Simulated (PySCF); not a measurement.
# C₈H₁₁N₂+: NMR shifts at several levels of theory, part 1 of 2

Aim: compute the NMR shifts of C₈H₁₁N₂+ (`[NH2+]=CNCc1ccccc1`) at several levels, and see how far they spread and what each costs.

The runs use PySCF 2.14.0, with density-fitted response routines of our own; the level of theory stands in each step. All values are computed, except where a source is named. Atoms are numbered from 0 throughout.

### 1 Starting geometry

21 atoms, charge 1, multiplicity 1; geometry from: GFN2-xTB.

Bonds of the start (Å): N0–C1 1.31, C1–N2 1.30, N2–C3 1.46, C3–C4 1.51, C4–C5 1.39, C5–C6 1.38, C6–C7 1.39, C7–C8 1.38, C8–C9 1.39, C9–C4 1.39, N0–H10 1.01, N0–H11 1.02, C1–H12 1.09, N2–H13 1.01, C3–H14 1.10, C3–H15 1.09, C5–H16 1.08, C6–H17 1.08, C7–H18 1.08, C8–H19 1.08, C9–H20 1.08.

### 2 Relaxing the molecule at PBE0-D3(BJ)/def2-SVP

Job settings and geometry (Å):

```
{"job": {"xc": "PBE0", "basis": "def2-SVP", "d3": "d3bj", "grid": 1, "kind": "geom"}, "charge": 1, "multiplicity": 1}
N     -1.777060     1.438270    -0.400010
C     -2.415680     0.357550    -0.770920
N     -2.187100    -0.835940    -0.300880
C     -1.190810    -1.160850     0.717410
C      0.159330    -0.548000     0.421450
C      0.807640    -0.839040    -0.774300
C      2.043540    -0.280630    -1.048620
C      2.643720     0.566210    -0.130090
C      2.006610     0.854370     1.065110
C      0.763580     0.306850     1.338950
H     -1.988140     2.332960    -0.814550
H     -0.988490     1.375700     0.240760
H     -3.199340     0.462940    -1.514810
H     -2.750160    -1.601980    -0.646660
H     -1.552410    -0.818050     1.692610
H     -1.104310    -2.248270     0.753160
H      0.350980    -1.512020    -1.485100
H      2.542940    -0.514740    -1.975390
H      3.611080     0.993320    -0.340680
H      2.475820     1.500920     1.789460
H      0.278420     0.519000     2.281750
```

The program printed:

```text
step   0  E = -419.98666412  max force = 0.009017
step   1  E = -419.98761798  max force = 0.007817
step   2  E = -419.98731346  max force = 0.009528
step   3  E = -419.98857878  max force = 0.004774
step   4  E = -419.98822532  max force = 0.008759
step   5  E = -419.98864080  max force = 0.003127
step   6  E = -419.98869095  max force = 0.001484
step   7  E = -419.98871874  max force = 0.000440
step   8  E = -419.98872825  max force = 0.000720
step   9  E = -419.98874433  max force = 0.000724
step  10  E = -419.98874965  max force = 0.000653
step  11  E = -419.98875925  max force = 0.000371
optimisation converged
```

Run time: 2.1 min. Hardware: 8 threads of Intel Xeon Platinum 8488C (Sapphire Rapids), shared host.

Along the way: (the energy doesn't fall at every step)

```tsv
step	energy from step 0 (eV)	largest force component (eV/Å)
0	0.0000	0.4637
1	-0.0260	0.4020
2	-0.0177	0.4899
3	-0.0521	0.2455
4	-0.0425	0.4504
5	-0.0538	0.1608
6	-0.0552	0.0763
7	-0.0559	0.0226
8	-0.0562	0.0370
9	-0.0566	0.0372
10	-0.0568	0.0336
11	-0.0570	0.0191
```

Close pairs (by a distance rule), those that changed most:

```tsv
bond	before (Å)	after (Å)	change (Å)
C7–H18	1.078	1.092	+0.014
C8–H19	1.078	1.092	+0.014
C5–H16	1.080	1.094	+0.014
C6–H17	1.078	1.092	+0.014
C9–H20	1.081	1.094	+0.013
C8–C9	1.386	1.396	+0.010
C6–C7	1.386	1.396	+0.010
C1–H12	1.086	1.095	+0.010
```

The end geometry stands in the next job.

```tsv
at the end point	value
point group (found at 0.08 Å tolerance)	C1
rotational constants (GHz, main isotopes)	2.539, 0.907, 0.898
```

### 3 NMR shieldings: PBE0/pcSseg-1

Job settings and geometry (Å):

```
{"job": {"kind": "nmr", "xc": "PBE0", "basis": "pcSseg-1", "pop": false}, "charge": 1, "multiplicity": 1}
N     -1.747442     1.446584    -0.525853
C     -2.437856     0.360596    -0.772366
N     -2.210202    -0.824607    -0.262277
C     -1.185185    -1.174675     0.728323
C      0.163735    -0.568214     0.438249
C      0.812546    -0.822022    -0.776514
C      2.052355    -0.247928    -1.041709
C      2.657655     0.582003    -0.096100
C      2.021635     0.833690     1.117493
C      0.776666     0.261754     1.384814
H     -1.989239     2.314746    -0.990530
H     -0.897430     1.417426     0.040706
H     -3.283217     0.447558    -1.463330
H     -2.857529    -1.556706    -0.537644
H     -1.540850    -0.866544     1.725284
H     -1.127470    -2.272726     0.733228
H      0.349923    -1.478126    -1.519395
H      2.555122    -0.454866    -1.988871
H      3.632522     1.027653    -0.305066
H      2.497161     1.471920     1.865209
H      0.287261     0.451052     2.345000
```

Level: GIAO PBE0/pcSseg-1 NMR shielding, non-relativistic, gas phase.

The program printed:

```text
coarse grid: 17632 points
cycle   1  E = -420.1112139830  dE =  1.908e+00  |g| = 3.866e-01  |ddm| = 4.305e+00
cycle   2  E = -420.1038482781  dE =  7.366e-03  |g| = 4.529e-01  |ddm| = 1.097e+00
cycle   3  E = -420.1543453128  dE = -5.050e-02  |g| = 9.497e-02  |ddm| = 5.024e-01
cycle   4  E = -420.1559543949  dE = -1.609e-03  |g| = 5.130e-02  |ddm| = 1.190e-01
cycle   5  E = -420.1565957981  dE = -6.414e-04  |g| = 8.969e-03  |ddm| = 5.425e-02
cycle   6  E = -420.1566124152  dE = -1.662e-05  |g| = 3.227e-03  |ddm| = 9.593e-03
cycle   7  E = -420.1566144858  dE = -2.071e-06  |g| = 6.782e-04  |ddm| = 2.588e-03
final grid: 170744 points
cycle   8  E = -420.2104523960  dE = -5.469e-05  |g| = 8.740e-03  |ddm| = 5.473e-02
cycle   9  E = -420.2104506420  dE =  1.754e-06  |g| = 9.419e-03  |ddm| = 1.864e-02
cycle  10  E = -420.2104716415  dE = -2.100e-05  |g| = 1.054e-03  |ddm| = 9.364e-03
cycle  11  E = -420.2104718761  dE = -2.345e-07  |g| = 3.849e-04  |ddm| = 1.147e-03
cycle  12  E = -420.2104719102  dE = -3.409e-08  |g| = 1.119e-04  |ddm| = 3.893e-04
cycle  13  E = -420.2104719128  dE = -2.624e-09  |g| = 3.923e-05  |ddm| = 1.205e-04
cycle  14  E = -420.2104719132  dE = -3.672e-10  |g| = 7.102e-06  |ddm| = 4.214e-05
converged SCF energy = -420.2104719132

GIAO shielding tensors (ppm)
atom      isotropic    diamagn.    paramagn.     s11        s22        s33       span
  0 N      133.810     326.106    -192.296     43.309    151.046    207.076    163.766
  1 C       24.812     246.909    -222.097    -59.787      4.058    130.165    189.952
  2 N      116.411     327.393    -210.982     19.548    138.018    191.666    172.118
  3 C      132.105     246.255    -114.150    108.459    137.937    149.920     41.461
  4 C       52.585     266.963    -214.378    -53.408     40.537    170.625    224.033
  5 C       50.255     252.917    -202.662    -58.387     35.520    173.631    232.017
  6 C       44.306     254.183    -209.877    -67.850     22.863    177.905    245.755
  7 C       43.124     254.603    -211.478    -68.082     18.206    179.248    247.330
  8 C       44.638     253.863    -209.225    -65.934     22.820    177.027    242.961
  9 C       51.163     253.278    -202.116    -52.434     43.090    162.832    215.265
 10 H       25.722      27.846      -2.124     20.775     23.352     33.039     12.264
 11 H       25.142      34.473      -9.331     14.079     25.062     36.284     22.205
 12 H       24.160      24.189      -0.030     20.739     24.735     27.005      6.266
 13 H       24.995      28.069      -3.073     19.585     23.870     31.531     11.947
 14 H       26.800      30.592      -3.793     22.063     26.439     31.897      9.834
 15 H       26.253      29.207      -2.953     22.836     25.009     30.915      8.079
 16 H       23.496      33.434      -9.938     19.703     22.243     28.543      8.840
 17 H       23.122      29.717      -6.595     19.636     23.416     26.315      6.679
 18 H       23.103      28.511      -5.408     19.847     23.703     25.758      5.911
 19 H       23.171      29.061      -5.889     19.751     23.567     26.197      6.446
 20 H       23.611      32.652      -9.041     20.331     22.660     27.843      7.512
```

Wall time 26 s (8 threads of Intel Xeon Platinum 8488C (Sapphire Rapids), shared host).

Shifts follow as δ = σ(reference) − σ, with reference shieldings (ppm) from runs at the same level and on the same kind of geometry: 1H TMS 31.27, 13C TMS 184.4, 15N NH3 265.7. The references are single molecules in the gas phase, so shifts against H2O, NH3, PH3, H3PO4 or CFCl3 are not on the usual liquid scales and can be off by tens of ppm. Atoms listed in one row are averaged.

```tsv
atoms	environment	σ (ppm)	δ (ppm)
C1	C=N carbon	24.8	159.6
C7	aromatic CH	43.1	141.3
C6, C8	aromatic CH	44.5	139.9
C5, C9	aromatic CH	50.7	133.7
C4	substituted aromatic carbon	52.6	131.8
C3	sp3 CH2 bonded to N, on an aromatic ring	132.1	52.3
H18	hydrogen on an aromatic CH	23.10	8.16
H17, H19	hydrogen on an aromatic CH	23.15	8.12
H16, H20	hydrogen on an aromatic CH	23.55	7.71
H12	hydrogen on a C=N carbon	24.16	7.11
H13	hydrogen on a nitrogen bonded to 2 C	25.00	6.27
H11	hydrogen on a nitrogen bonded to C	25.14	6.13
H10	hydrogen on a nitrogen bonded to C	25.72	5.54
H14, H15	hydrogen on an sp3 CH2 bonded to N, on an aromatic ring	26.53	4.74
N2	nitrogen bonded to 2 C, H	116.4	149.3
N0	nitrogen bonded to C, 2 H	133.8	131.9
```

Ring of atoms C4, C5, C6, C7, C8, C9: NICS(0) -8.1, NICS(1) -10.8, NICS(1)zz -28.8 ppm (means of both faces).

### 4 Shielding tensors: PBE/pcSseg-1

The job, as its differences from that of step 3:

```diff
@@ -1,2 +1,2 @@
-{"job": {"kind": "nmr", "xc": "PBE0", "basis": "pcSseg-1", "pop": false}, "charge": 1, "multiplicity": 1}
+{"job": {"kind": "nmr", "xc": "PBE", "basis": "pcSseg-1", "pop": false}, "charge": 1, "multiplicity": 1}
 N     -1.747442     1.446584    -0.525853
```

With the program's defaults for keys left out, this is: GIAO PBE/pcSseg-1 NMR shielding, non-relativistic, gas phase.

The program printed:

```text
coarse grid: 17632 points
cycle   1  E = -420.0235852312  dE =  1.515e+00  |g| = 5.346e-01  |ddm| = 4.407e+00
cycle   2  E = -419.9139790695  dE =  1.096e-01  |g| = 8.412e-01  |ddm| = 1.570e+00
cycle   3  E = -420.0931490315  dE = -1.792e-01  |g| = 2.034e-01  |ddm| = 1.041e+00
cycle   4  E = -420.1024887538  dE = -9.340e-03  |g| = 8.095e-02  |ddm| = 2.372e-01
cycle   5  E = -420.1040396894  dE = -1.551e-03  |g| = 2.129e-02  |ddm| = 8.902e-02
cycle   6  E = -420.1041288391  dE = -8.915e-05  |g| = 8.191e-03  |ddm| = 2.102e-02
cycle   7  E = -420.1041419585  dE = -1.312e-05  |g| = 2.789e-03  |ddm| = 9.042e-03
cycle   8  E = -420.1041436922  dE = -1.734e-06  |g| = 1.099e-03  |ddm| = 3.445e-03
final grid: 170744 points
cycle   9  E = -420.1785429605  dE = -6.282e-05  |g| = 1.564e-02  |ddm| = 7.856e-02
cycle  10  E = -420.1784768954  dE =  6.607e-05  |g| = 2.256e-02  |ddm| = 3.925e-02
cycle  11  E = -420.1786012090  dE = -1.243e-04  |g| = 3.889e-03  |ddm| = 2.446e-02
cycle  12  E = -420.1786052420  dE = -4.033e-06  |g| = 8.857e-04  |ddm| = 4.483e-03
cycle  13  E = -420.1786054390  dE = -1.969e-07  |g| = 3.150e-04  |ddm| = 1.178e-03
cycle  14  E = -420.1786054628  dE = -2.386e-08  |g| = 5.035e-05  |ddm| = 2.626e-04
cycle  15  E = -420.1786054632  dE = -4.043e-10  |g| = 2.549e-05  |ddm| = 5.083e-05
converged SCF energy = -420.1786054632

GIAO shielding tensors (ppm)
atom      isotropic    diamagn.    paramagn.     s11        s22        s33       span
  0 N      129.729     325.390    -195.661     44.602    143.944    200.640    156.038
  1 C       26.820     247.694    -220.874    -54.305      9.999    124.765    179.070
  2 N      109.512     326.184    -216.673     16.805    129.264    182.467    165.662
  3 C      125.572     248.483    -122.911    100.766    131.920    144.028     43.262
  4 C       50.081     266.387    -216.306    -51.723     38.033    163.933    215.657
  5 C       48.367     252.606    -204.238    -56.556     34.073    167.584    224.140
  6 C       42.248     253.430    -211.181    -66.190     20.887    172.048    238.238
  7 C       41.137     253.826    -212.688    -66.449     16.235    173.626    240.075
  8 C       42.344     253.078    -210.734    -64.584     20.592    171.025    235.609
  9 C       49.275     252.756    -203.481    -50.177     41.699    156.303    206.480
 10 H       25.784      27.978      -2.194     21.091     23.555     32.707     11.617
 11 H       25.111      34.747      -9.637     14.236     25.161     35.935     21.699
 12 H       24.317      24.423      -0.106     20.919     24.883     27.147      6.228
 13 H       24.968      27.941      -2.973     19.819     24.052     31.032     11.214
 14 H       26.719      30.792      -4.073     22.230     26.441     31.487      9.258
 15 H       26.145      29.171      -3.026     22.908     25.095     30.433      7.525
 16 H       23.534      33.695     -10.161     19.978     22.097     28.527      8.549
 17 H       23.174      29.772      -6.599     19.914     23.257     26.350      6.435
 18 H       23.154      28.577      -5.423     20.125     23.507     25.829      5.704
 19 H       23.220      29.111      -5.890     20.028     23.389     26.244      6.216
 20 H       23.670      32.840      -9.170     20.635     22.529     27.846      7.211
```

Wall time 20 s (8 threads of Intel Xeon Platinum 8488C (Sapphire Rapids), shared host).

This run: δ C1 153.2, C7 138.9, C6 137.7, C5 131.2, H18 8.04, H17 8.00 ppm (means over like atoms).

(Continued in part 2 of 2.)
